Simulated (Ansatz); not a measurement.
Run this with the Ansatz DFT code, driven from Python and show what comes out.

Script `formation_tc3pd.py`:
```python
"""Is Tc3Pd bound against its elements, after relaxing cells and atoms."""

from collections import Counter
import logging
import sys
import warnings

import ansatz as az
import numpy as np
import pandas as pd

logging.basicConfig(stream=sys.stdout, format="%(levelname)s %(message)s")
log = logging.getLogger("tc3pd")
log.setLevel(logging.INFO)

PHASES = {
    "Tc3Pd": (
        [(2.75196, 0.0, 0.0), (-1.37598, 2.38327, 0.0), (0.0, 0.0, 8.96452)],
        [
            ("Tc", (0.0, 0.0, 0.0)),
            ("Tc", (1 / 3, 2 / 3, 0.75574)),
            ("Tc", (1 / 3, 2 / 3, 0.24426)),
            ("Pd", (0.0, 0.0, 0.5)),
        ],
    ),
    "Tc": (
        [(2.74, 0.0, 0.0), (-1.37, 2.37291, 0.0), (0.0, 0.0, 4.398)],
        [
            ("Tc", (1 / 3, 2 / 3, 0.25)),
            ("Tc", (2 / 3, 1 / 3, 0.75)),
        ],
    ),
    "Pd": (
        [(0.0, 1.9465, 1.9465), (1.9465, 0.0, 1.9465), (1.9465, 1.9465, 0.0)],
        [
            ("Pd", (0.0, 0.0, 0.0)),
        ],
    ),
}


def build(vectors, sites):
    crystal = az.Crystal(lattice=az.Lattice.of(vectors))
    for symbol, position in sites:
        crystal = crystal.atom(symbol, position)
    return crystal


def ground_state(name, crystal):
    calc = (
        crystal.calculation()
        .functional(az.Functional.R2SCAN)
        .basis(630)
        .accuracy("medium")
        .eigensolver("davidson")
        .initial_density(normalization="cell")
        .scf(tolerance=1e-05, max_iterations=100)
        .kpoints(spacing=0.39)  # the mesh must be finer for metals
        .occupations("fermi_dirac", width=0.05)  # the run then minimises F = E - TS
        .stress()  # GPa
    )
    calc = calc.relax(force_tolerance=0.03, max_steps=60, cell=True)
    return calc.run(threads=1, pin="off")


def counts(outcome):
    return Counter(site.symbol for site in outcome.lattice.sites)

def formation_energy(outcome, mu):
    n = counts(outcome)
    return (outcome.report["energy_sigma0_ev"] - sum(k * mu[element] for element, k in n.items())) / sum(n.values())


def volume_per_atom(outcome):
    return abs(np.linalg.det(outcome.lattice.cell_ang)) / len(outcome.lattice.sites)

warnings.simplefilter("ignore", az.DeckWarning)

phases = {name: build(*cell) for name, cell in PHASES.items()}

done = {name: ground_state(name, crystal) for name, crystal in phases.items()}

# chemical potentials of the elements at zero temperature
references = {"Tc": "Tc", "Pd": "Pd"}
mu = {element: done[name].report["energy_sigma0_ev"] / len(done[name].lattice.sites) for element, name in references.items()}

target = done["Tc3Pd"]
heat = formation_energy(target, mu)
rows = [(name, len(o.lattice.sites), volume_per_atom(o), formation_energy(o, mu)) for name, o in done.items()]
print(pd.DataFrame(rows, columns=["phase", "atoms", "V (A^3/atom)", "E_form (eV/atom)"]).round(4).to_string(index=False))
```

```console
$ python formation_tc3pd.py
phase  atoms  V (A^3/atom)  E_form (eV/atom)
Tc3Pd      4       14.3114            0.0045
   Tc      2       14.2144            0.0000
   Pd      1       14.9792            0.0000
```

What to keep in mind:
- These settings explore the input space; cutoff and mesh may be short of convergence.
- For the metals among these phases the mesh is modest: differences between phases can be off by up to 40 meV an atom.
- The program warned that this SCF threshold is loose for forces or stresses.
- The cells come from databases of deposited and of computed structures, and not all need be stable phases.
- The compound is the structure given, not necessarily its lowest; energies are at zero temperature, with no correction for gases. A semilocal functional's error on such energies is often 0.05 to 0.1 eV an atom, and 0.1 to 0.3 eV against gases such as O2 or F2.
- The script silences the warnings on its input, which a real study should read.
- The whole script took 88 s on 1 thread of Arm Neoverse V1, with other jobs on the host, peak memory 0.6 GiB.
